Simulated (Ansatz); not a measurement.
# HBr (singlet): wave-function methods side by side at distance Br1–H2 = 1.108 Å, cc-pVDZ

How much of the correlation energy of HBr (singlet) does each wave-function method recover here?

Method: cc-pVDZ, core rule «outside noble gas», up to 14 orbitals frozen; program: Ansatz 0.2.0, Gaussian basis.

The runs, in order: UHF; CCSD(T) on RHF; BCCD(T) on RHF; CISD; CCSDT(Q) on RHF; CISDTQ; CCSDTQ on RHF; CASSCF and MRCISD+Q, 2 electrons in 2 orbitals; CASSCF and NEVPT2, 2 electrons in 2 orbitals; CASSCF and MRCISD+Q, 8 electrons in 5 orbitals; CASSCF and NEVPT2, 8 electrons in 5 orbitals; Full CI.

16 further runs of the same task are left out: 13 that didn't finish, 3 set aside as unsound or not needed.

## 1. The geometry

The geometry derives from a PBE0/def2-TZVP stationary point (not a proven minimum). One bond is set to the value named and the two fragments are kept rigid. No spin-orbit coupling is included. The filled d shell of Br may be among the frozen orbitals whatever the setting's name suggests; the logs give the count.

2 atoms, charge 0, spin multiplicity 1.

Atoms are counted from 1 here; the program's logs count them from 0.

Bond lengths: Br1–H2 1.108 Å.

## 2. UHF

Contents of in.yaml:

```yaml
crystal:
  periodic: [false, false, false]
  atoms:
    - {symbol: Br, position_ang: [0.000000, 0.000000, 0.000000]}
    - {symbol: H, position_ang: [0.000000, 0.000000, 1.108000]}
basis:
  gaussian: {orbitals: cc-pVDZ}
magnetization: {spin_polarized: true, initial_magnetization: 0}
hamiltonian: {xc: hf}
output: {orbitals: {seedname: orbitals}}
```

Run with:

```
$ ansatz run in.yaml --threads 1 --pin off --events-out ev --progress --plain --max-ram 2393MiB
```

The runs that follow: CCSD(T) on RHF; BCCD(T) on RHF; CISD; CCSDT(Q) on RHF; CISDTQ; CCSDTQ on RHF; CASSCF and MRCISD+Q, 2 electrons in 2 orbitals; CASSCF and NEVPT2, 2 electrons in 2 orbitals; CASSCF and MRCISD+Q, 8 electrons in 5 orbitals; CASSCF and NEVPT2, 8 electrons in 5 orbitals; Full CI.

**Question.** What will the summary of the whole plan be? Wanted: FCI below the RHF energy; RMP2 from FCI; RCCSD from FCI; RCCSD(T) from FCI; RCCSDT(Q) from FCI; MRCISD+Q pair from FCI; NEVPT2 valence from FCI; MRCISD+Q valence from FCI; T1 diagnostic.

As calculated:

| quantity | value |
| --- | --- |
| FCI below the RHF energy | -3.8112 eV |
| RMP2 from FCI | +43.6 kJ/mol |
| RCCSD from FCI | +5.7 kJ/mol |
| RCCSD(T) from FCI | +1.0 kJ/mol |
| RCCSDT(Q) from FCI | 0.0 kJ/mol |
| MRCISD+Q pair from FCI | -1.6 kJ/mol |
| NEVPT2 valence from FCI | +72.4 kJ/mol |
| MRCISD+Q valence from FCI | -1.2 kJ/mol |
| levels within 1 kcal/mol (43 meV) | RCCSD(T), BCCD(T), RCCSDT, CISDTQ, RCCSDT(Q), RCCSDTQ, MRCISD+Q pair, MRCISD+Q valence |
| T1 diagnostic | 0.004 |
| effectively unpaired electrons | 0.02 |

**Reading.** RCCSD(T) lands +1.0 kJ/mol from the yardstick (0.3 % of the correlation energy). MRCISD+Q pair, MRCISD+Q valence fall below full CI: the +Q correction isn't variational, and the cores differ from full CI's. One determinant dominates. Of the multireference levels listed MRCISD+Q valence comes nearest in total energy (-1.2 kJ/mol), which doesn't show that its space is the better one. These misses are within one basis, not against nature.
